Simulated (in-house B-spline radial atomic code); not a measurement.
# Excitations of Tc¹⁵⁺ as exact exchange is dialled in

The task here is to estimate one member of a computed series from the others.

Method: linear response of a closed shell, each method with its own adiabatic kernel; spin-free one-electron X2C, finite nucleus; B-spline basis; no spin-orbit coupling, no double excitations; only terms of natural parity, (−1)^L, with L up to 3 are computed. Code: in-house B-spline radial atomic code version 1.

## Starting point

* element: technetium (Z = 43)
* charge: +15
* configuration: [Ar] 3d10
* runs: 0 % exact exchange; 10 % exact exchange; 20 % exact exchange; 30 % exact exchange; 40 % exact exchange; 50 % exact exchange; 60 % exact exchange; 70 % exact exchange; 80 % exact exchange; 90 % exact exchange; 100 % exact exchange

Outer shells as boxes (Hund's rule):

Tc¹⁵⁺
```
[Ar] core
3d [↑↓][↑↓][↑↓][↑↓][↑↓]
```

Set-up of the first run:

Settings, as recorded:

```ini
Z = 43
electrons = 28.0
configuration = [Ar] 3d10
hamiltonian = x2c
method = pbeh
box_radius = 7.1
exact_exchange_fraction = 0.0
rms_radius = 4.411169945885085
intervals = 67
```

The run is started by

```bash
$ python run_td.py task.json out
```

The settings of every run stand in task.json; they run in order.

Steps of the session up to this table: 0 % exact exchange.

One of the session's tables, all rows but one given; the rest of the session is left out.

It belongs to the step «0 % exact exchange». 

| state | full (eV) | Tamm-Dancoff (eV) |
| --- | --- | --- |
| 3d→4s ³D | 226.39 | 226.40 |
| 3d→4s ¹D | 227.62 | 227.63 |
| 3d→4p ³P | 260.44 | 260.46 |
| 3d→4p ³F | 260.78 | 260.80 |
| 3d→4p ¹F | 261.88 | 261.88 |
| 3d→4p ¹P | 264.09 | 264.20 |
| 3d→4d ³S | 312.35 | 312.40 |
| 3d→4d ³D | 314.53 | 314.54 |
| 3d→4d ¹D | 316.48 | 316.50 |
| 3d→4d ¹S | 332.11 | 333.67 |
| 3d→4f ³P | 366.27 | 366.28 |
| 3d→4f ³F | 367.06 | 367.07 |
| 3d→4f ¹F | 368.30 | 368.31 |
| 3d→4f ¹P | ? | ? |

**Question.** Estimate the row for 3d→4f ¹P.

**Answer.** full (eV): 375.45; Tamm-Dancoff (eV): 375.83. In the column «full (eV)» it is the highest.
